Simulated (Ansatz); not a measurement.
**Eu2PI (R-3m): the equilibrium volume**

At what volume is Eu2PI (R-3m) free of pressure?

Program: Ansatz 0.2.0. Level of theory: DFT PBEsol, scalar-relativistic, plane waves, PAW. These are calculated values, not measurements.

2 further runs of the same task are left out: 2 that didn't finish.

### Step 1. The starting structure

It takes space group R-3m (No. 166, trigonal). Conventional cell: a = 4.460 Å, b = 4.460 Å, c = 23.203 Å, α = 90.00°, β = 90.00°, γ = 120.00°. Eu (site symmetry 3m) has 3 P at 3.00 Å and 3 I at 3.48 Å as nearest neighbours. P (site symmetry -3m) is surrounded by 6 Eu at 3.00 Å. I (site symmetry -3m) is surrounded by 6 Eu at 3.48 Å.

As a file:

```cif
data_structure
_symmetry_space_group_name_H-M 'P 1'
_symmetry_Int_Tables_number 1
_cell_length_a 8.1516
_cell_length_b 8.1516
_cell_length_c 8.1516
_cell_angle_alpha 31.751
_cell_angle_beta 31.751
_cell_angle_gamma 31.751
_cell_volume 133.22
loop_
_atom_site_label
_atom_site_type_symbol
_atom_site_fract_x
_atom_site_fract_y
_atom_site_fract_z
_atom_site_occupancy
Eu1 Eu 0.23266 0.23266 0.23266 1
Eu2 Eu 0.76734 0.76734 0.76734 1
P1 P 0.50000 0.50000 0.50000 1
I1 I 0.00000 0.00000 0.00000 1
```

Starting moments: Eu 7.00 μB.

### Step 2. Relaxing cell and atoms

input.yaml reads:

```yaml
crystal:
  lattice:
    - [2.2298831409, 1.2874236317, 7.7342803875]
    - [-2.2298831409, 1.2874236317, 7.7342803875]
    - [0.0, -2.5748472633, 7.7342803875]
  atoms:
    - { symbol: Eu, position: [0.23266, 0.23266, 0.23266], spin: 7.0 }
    - { symbol: Eu, position: [0.76734, 0.76734, 0.76734], spin: 7.0 }
    - { symbol: P, position: [0.5, 0.5, 0.5] }
    - { symbol: I, position: [0.0, 0.0, 0.0] }
basis:
  ecutwfc: 420
  ecutrho_ratio: 4
kpoints:
  mp_grid: { grid: [8, 8, 8] }
hamiltonian:
  xc: pbesol
scf:
  occupations: { method: gaussian, width: 0.05 }
output:
  forces: true
  stress: true
  eigenvalues: true
  populations: true
magnetization:
  spin_polarized: true
relax:
  f_tol: 0.01
  max_steps: 60
  cell: { stress_tol: 0.04 }
```

After this run come: Relaxing cell and atoms once more, on the mesh of the new cell.

**Question.** What will these runs give? Wanted: volume; pressure; conventional cell; gap on the mesh; spin moments in spheres.

**Answer**, as computed:

```
               quantity                                                                        value
                 volume                                                               29.274 Å³/atom
               pressure                                                                    -0.02 GPa
      conventional cell  a = 4.269 Å, b = 4.269 Å, c = 22.252 Å, α = 90.00°, β = 90.00°, γ = 120.00°
        gap on the mesh                                                                 none (metal)
spin moments in spheres                                                          Eu 6.70; P -0.10 μB
```

What this shows: Over the 2 runs shown the cell moved from 33.31 to 29.27 Å³/atom, a change of -12.1 %, where the pressure is zero within 0.02 GPa. No U or exact exchange acts on the open f shell of Eu, so the metal found here may be the functional's error. Spin–orbit coupling is left out, though the cell holds Eu; it splits the 4f levels.
